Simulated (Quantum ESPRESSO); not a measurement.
**HfB2: single point with PBEsol**

HfB2:

```xyz
3
Lattice="3.1400 0.0000 0.0000 -1.5700 2.7193 0.0000 0.0000 0.0000 3.4800" Properties=species:S:1:pos:R:3 pbc="T T T"
Hf    0.0000    0.0000    0.0000
B     1.5700    0.9064    1.7400
B     0.0000    1.8129    1.7400
```

| Property | Result |
| --- | --- |
| Program | Quantum ESPRESSO 7.5 |
| Task | single point |
| Functional | PBEsol |
| Potentials or basis | PseudoDojo 0.4.1 SR PBEsol standard |
| Cutoff | 1034 eV |
| Density cutoff | 4136 eV |
| k mesh | 12 × 12 × 10 |
| Occupations | fermi-dirac, width 0.05 eV |
| Spin | no spin polarisation |
| k mesh of the self-consistent run | 12 × 12 × 10 |

The band gap on the k mesh, mean-field level is none (metal or under the smearing width).

Levels at points of the mesh, in eV from the Fermi level:
```csv
k point,band 5,band 6,band 7,band 8,band 9,band 10,band 11,band 12,band 13,band 14
"(0.00, 0.00, 0.00)",-13.86,-3.17,-3.02,-3.02,-2.87,3.87,3.87,4.53,4.53,4.89
"(0.00, 0.00, -0.50)",-11.42,-8.51,-1.28,-1.28,0.17,0.17,0.85,0.85,2.08,5.00
"(0.00, -0.50, 0.00)",-9.90,-9.12,-4.27,-3.53,-3.02,2.03,2.57,5.45,5.59,6.18
"(0.00, -0.50, -0.50)",-10.44,-7.60,-5.10,-4.85,-2.78,3.92,4.00,6.12,7.08,7.23
```

It took 2.2 min on 1 thread of Arm Neoverse V1, with other jobs on the host, peak memory 0.1 GiB.

The run has no spin-orbit coupling, so splittings on Hf are missing.
